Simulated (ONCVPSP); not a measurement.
# Pseudopotential generation for oxygen: ONCV, Wu-Cohen

Do these settings give a usable potential? It is generated, then checked for transferability, scattering, ghosts and hardness.

Program: ONCVPSP 4.0.1. Reference atom: Wu-Cohen, scalar-relativistic, spherical and spin-unpolarised. All values are calculated.

### 1 The design

The settings as typed:

* element: oxygen (O, Z = 8)
* type: optimised norm-conserving Vanderbilt (ONCV)
* frozen core: [He]
* valence charge: 6
* reference configuration: 2s2 2p3 (charge +1)
* partial waves: 2s: rc 0.70 bohr, ncon 4, nbas 8, qcut 11.4 1/bohr, 2 projectors, debl 3.4 Ha; 2p: rc 1.65 bohr, ncon 4, nbas 8, qcut 7.5 1/bohr, 2 projectors, debl 0.4 Ha; d scattering state at 0.05 Ha: rc 1.25 bohr, ncon 3, nbas 7, qcut 7.4 1/bohr, 1 projector
* local potential: polynomial inside 0.65 bohr (lpopt 3, dvloc0 0 Ha)
* core correction: Teter function, fcfact 3, rcfact 1.55

### 2 Generation

File O.dat:

```
# ATOM AND REFERENCE CONFIGURATION
# atsym  z   nc   nv     iexc    psfile
  O 8.00    1    2  -118130      upf
#
#   n    l    f
    1    0    2.00
    2    0    2.00
    2    1    3.00
#
# PSEUDOPOTENTIAL AND OPTIMIZATION
# lmax
    2
#
#   l,   rc,      ep,       ncon, nbas, qcut
    0    0.70    0.00    4    8   11.40
    1    1.65    0.00    4    8    7.50
    2    1.25    0.05    3    7    7.40
#
# LOCAL POTENTIAL
# lloc, lpopt,  rc(5),   dvloc0
    4    3    0.65    0.00
#
# VANDERBILT-KLEINMAN-BYLANDER PROJECTORs
# l, nproj, debl
    0    2    3.40
    1    2    0.40
    2    1    2.50
#
# MODEL CORE CHARGE
# icmod, fcfact, rcfact
    3    3.00    1.55
#
# LOG DERIVATIVE ANALYSIS
# epsh1, epsh2, depsh
   -3.00    5.00    0.02
#
# OUTPUT GRID
# rlmax, drl
    6.00    0.01
#
# TEST CONFIGURATIONS
# ncnf
    4
# nvcnf
#   n    l    f
    2
    2    0    2.00
    2    1    4.00
#
    2
    2    0    2.00
    2    1    2.00
#
    2
    2    0    2.00
    2    1    1.00
#
    2
    2    0    2.00
    2    1    3.50
#
```

Run with:

```
$ oncvpsp.x < O.dat > O.out
```

What does the calculation give? Wanted: cutoffs for 1 and 0.1 mHa per electron, occupied waves; bound ghosts; GHOST(+) flags; largest test error; largest phase difference near zero energy, channels read; rms error of d²Exc/dn², without and with the model core; projector energies reset by the program.

The runs gave:

| quantity | value |
| --- | --- |
| cutoffs for 1 and 0.1 mHa per electron, occupied waves | 44 Ha and 55 Ha |
| bound ghosts | none found |
| GHOST(+) flags | none at low energy |
| largest test error (AE − PS) | +993 meV, for 2s2 2p1 |
| largest phase difference near zero energy, channels read | 0.000 rad |
| rms error of d²Exc/dn², without and with the model core | 2.53 and 1.81 mHa |
| projector energies reset by the program | p: -0.898, 0.250 Ha |

**Reading.** The worst unpolarised test, 2s2 2p1, is off by 993 meV on 87.4 eV; by total energies transferability rates as poor. That test lies far up in energy; among those under 40 eV, nearer to bonding, the largest error is 167 meV. It counts as hard, with 44 Ha needed at the looser tolerance. At the looser tolerance the 2s wave is the slowest; 2p needs 23 Ha. No bound ghost shows below the valence levels. Near zero energy the phases of the channels with partial waves agree within 0.001 rad. These are tests on the free atom; a crystal test is still owed.
